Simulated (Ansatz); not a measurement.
**CCl2 (dichloromethylene): PBE0/def2-TZVPP**

Aim: the electronic atomisation energy of CCl2 (dichloromethylene) at PBE0/def2-TZVPP, from 3 runs. 

Program for the calculation: Ansatz 0.2.0.

28 further runs of the same task are left out: 28 set aside as unsound or not needed. Runs told in other sessions of the task aren't counted.

## Step 1: The molecule

CCl2: 3 atoms, total charge 0, spin state singlet. SMILES: `Cl[C]Cl`. The shape is that of a PBE0-D4/def2-TZVP optimisation.

Bond lengths: Cl1–C2 1.708 Å, C2–Cl3 1.708 Å. Angles: Cl1–C2–Cl3 109.5°.

## Step 2: The energy at PBE0/def2-TZVPP

File job.yaml:

```yaml
crystal:
  periodic: [false, false, false]
  atoms:
    - {symbol: Cl, position_ang: [1.236700, -0.329300, 0.644300]}
    - {symbol: C, position_ang: [-0.231600, -0.585100, -0.189800]}
    - {symbol: Cl, position_ang: [-1.005100, 0.914500, -0.454500]}
basis:
  gaussian: {orbitals: def2-TZVPP}
magnetization: {spin_polarized: false}
hamiltonian: {xc: pbe0}
accuracy: high
output: {orbitals: {seedname: orbitals}}
```

Started as:

```bash
ansatz run job.yaml --threads 1 --pin off --max-ram 2610MiB --events-out events.jsonl --progress --plain --runs-dir runs
```

The log of the run:

```text
Warning: RAYON_NUM_THREADS=1 ignored (pool sized by the plan → 1); use --threads N
Functional definition: PBE0
  name "PBE0"
  parameter a = 0.25
  parameter kappa = 0.804
  parameter beta = 0.06672455060314922
  exchange = (1 - a)*pbe_x(kappa = kappa, mu = beta*pi^2/3) + a*exact_x
  correlation = pbe_c(beta = beta)
1736 factors; integrals over basis functions are off by at most 3.1e-9 eV
mean field evaluation 1: about -26070.1694 eV, gradient 1.5e1 eV
mean field evaluation 2: about -26069.4545 eV, gradient 2.3e1 eV
mean field evaluation 4: about -26070.7540 eV, gradient 4.8e-1 eV
mean field evaluation 8: about -26070.8924 eV, gradient 1.6e-1 eV
mean field evaluation 16: about -26070.8924 eV, gradient 1.2e-5 eV
mean field -26070.89241942 eV, -958.0876249282 hartree, gradient 1.9e-8 eV, S^2 0.000000; 0 other end points of the search recorded, 0 dependent functions left out
reference -26070.89242107 eV, -958.0876249887 hartree; 20, 20 occupied and 95, 95 virtual orbitals, 1736 factors
Total energy: -26070.89242107 eV, -958.0876249887 hartree
```

Wall time 9.6 s (1 thread of Arm Neoverse V1, shared host); peak memory 0.3 GiB.

## Step 3: The C atom

File run.yaml:

```yaml
crystal:
  periodic: [false, false, false]
  atoms:
    - {symbol: C, position_ang: [0.000000, 0.000000, 0.000000]}
basis:
  gaussian: {orbitals: def2-TZVPP}
magnetization: {spin_polarized: true, initial_magnetization: 2}
hamiltonian: {xc: pbe0}
accuracy: high
```

Run the same way, it converges to -37.80537 Eh (log not shown).

## Step 4: The Cl atom, same level

File in.yaml:

```yaml
crystal:
  periodic: [false, false, false]
  atoms:
    - {symbol: Cl, position_ang: [0.000000, 0.000000, 0.000000]}
basis:
  gaussian: {orbitals: def2-TZVPP}
magnetization: {spin_polarized: true, initial_magnetization: 1}
hamiltonian: {xc: {name: PBE0}}
accuracy: high
```

Run the same way, it converges to -459.99743 Eh (log not shown).

## Step 5: What came out

At PBE0/def2-TZVPP:

```
                     quantity          value
       molecule: total energy  -958.08762 Eh
        molecule: HOMO energy       -7.49 eV
        molecule: LUMO energy       -3.33 eV
      molecule: HOMO–LUMO gap        4.16 eV
         C atom: total energy   -37.80537 Eh
                 C atom: ⟨S²⟩          2.004
        Cl atom: total energy  -459.99743 Eh
                Cl atom: ⟨S²⟩          0.754
electronic atomisation energy       7.820 eV
```

In words: Taking the molecule apart into free atoms costs 7.82 eV (755 kJ/mol), before zero-point energy and without spin-orbit coupling.
